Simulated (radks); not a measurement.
# Ag in [Kr] 4d10 5d1: an all-electron calculation

What are the levels of neutral silver, how large are its shells, and how does its energy divide?

Program: radks (a radial shooting solver on a logarithmic mesh, Libxc functionals) version 1. Level of theory: non-relativistic Kohn-Sham, BLYP, spin-unpolarised, spherical densities, point nucleus. These are calculated values, not measurements, unless marked.

### 1 The atom as given

- element: silver (Z = 47)
- charge: 0
- electrons: 47
- configuration: [Kr] 4d10 5d1

Outer shells as boxes (Hund's rule):

Ag
```
[Kr] core
4d [↑↓][↑↓][↑↓][↑↓][↑↓]
5d [↑ ][  ][  ][  ][  ]
```

### 2 The run

The run's settings:

```text
Z 47
configuration [Kr] 4d10 5d1
relativity non-relativistic
functional b88,lyp
spin unpolarised
nucleus point
```

The run is started by

```
> python run_ks.py task.json out
```

The same process makes all the runs of this session.

**Question.** What will this run give?

The runs gave:

| quantity | value |
| --- | --- |
| total energy | -5199.91052 hartree |
| exchange-correlation share of it | 2.81 % |
| −T/E | 0.9996 |
| highest occupied level | 5d, -0.584 eV |
| most extended occupied level | 5d, <r> = 10.5 bohr |
| radius at density 0.001 e/bohr³ | 3.63 bohr |
| maxima of the radial density | 5 |

What this shows: The radial density shows 5 maxima for 5 occupied principal shells. The ratio −T/E is 0.9996; for a non-relativistic Coulomb system it is 1 up to the kinetic part of correlation. This is not the tabulated ground configuration, so its levels and sizes aren't those of the ground state, and no measured value stands beside it.
